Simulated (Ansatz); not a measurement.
# H2OSi: interaction energy of a dimer with the counterpoise correction in Python

How strongly do two molecules of H2OSi bind, and how much of that is basis error? A script is to give the interaction energy of a dimer with the counterpoise correction; the system is H2OSi.

Computed with Ansatz 0.2.0 through its Python package. Level of theory: MP2/def2-SVPD.

## Step 1: The system

Bond lengths: O1–Si2 1.703 Å, O1–H3 0.881 Å, Si2–H4 1.425 Å. Angles: O1–Si2–H4 111.7°, Si2–O1–H3 118.8°.

No structure file is read: the coordinates are typed or built in the script.

## Step 2: Script

dimer.py

```python
'''Binding of a H2OSi dimer at a trial geometry.'''

import ansatz as az

FIRST = [
    ('O', (0.1255, -0.8286, 0.2932)),
    ('Si', (0.1031, 0.8206, -0.1304)),
    ('H', (0.7532, -1.1172, 0.8397)),
    ('H', (-0.9819, 1.1251, -1.0024)),
]
SECOND = [
    ('O', (-2.5202, -2.0457, 1.2025)),
    ('Si', (-3.7459, -3.1041, 1.729)),
    ('H', (-2.7336, -1.389, 0.6555)),
    ('H', (-3.2392, -4.0939, 2.6201)),
]

def energy(atoms, ghosts=()):
    molecule = az.Crystal.molecule()
    for symbol, xyz in atoms:
        molecule = molecule.atom(symbol, xyz)
    calc = (
        molecule.calculation()
        .basis(gaussian='def2-SVPD')
        .correlation('mp2')  # correlation on top of the mean field
        .accuracy('medium')  # preset for grids and thresholds
    )
    deck = calc.input()
    if ghosts:
        deck = deck.set(az.key.basis.gaussian.ghost_atoms, [{'symbol': s, 'position_ang': list(xyz)} for s, xyz in ghosts])
    return az.Session.from_dict(deck).plan().execute().report['free_energy_ev']


def main() -> None:
    # ghost atoms carry the functions of the partner
    both = energy(FIRST + SECOND)
    alone = energy(FIRST) + energy(SECOND)
    ghosted = energy(FIRST, SECOND) + energy(SECOND, FIRST)
    print(f'dimer {both:.6f} eV')
    print(f'interaction, uncorrected   {96.485332 * (both - alone):8.3f} kJ/mol')
    print(f'interaction, counterpoise  {96.485332 * (both - ghosted):8.3f} kJ/mol')
    print(f'basis-set superposition    {96.485332 * (alone - ghosted):8.3f} kJ/mol')


if __name__ == '__main__':
    main()
```

## Step 3: Running it

Started as:

```console
$ python dimer.py
```

**Question.** How large is the interaction at this pose, and how much of it is basis-set superposition?

As calculated:

| quantity | value |
| --- | --- |
| interaction energy, uncorrected | -2.056 kJ/mol |
| interaction energy, counterpoise | 3.640 kJ/mol |
| runs compared | 5 |

What this shows: The counterpoise correction turns the binding into repulsion: what looked like attraction was the basis set's error. Uncorrected it is -2.056 kJ/mol, with the counterpoise correction 3.640 kJ/mol; the difference, 5.70 kJ/mol, is the superposition error. The sign changes with the correction, so this basis doesn't settle it. These settings explore the input space; basis and method may be short of convergence. The dimer is a generated trial pose of unrelaxed monomers, not a minimum, so the figure is no binding energy, and the basis set is small.
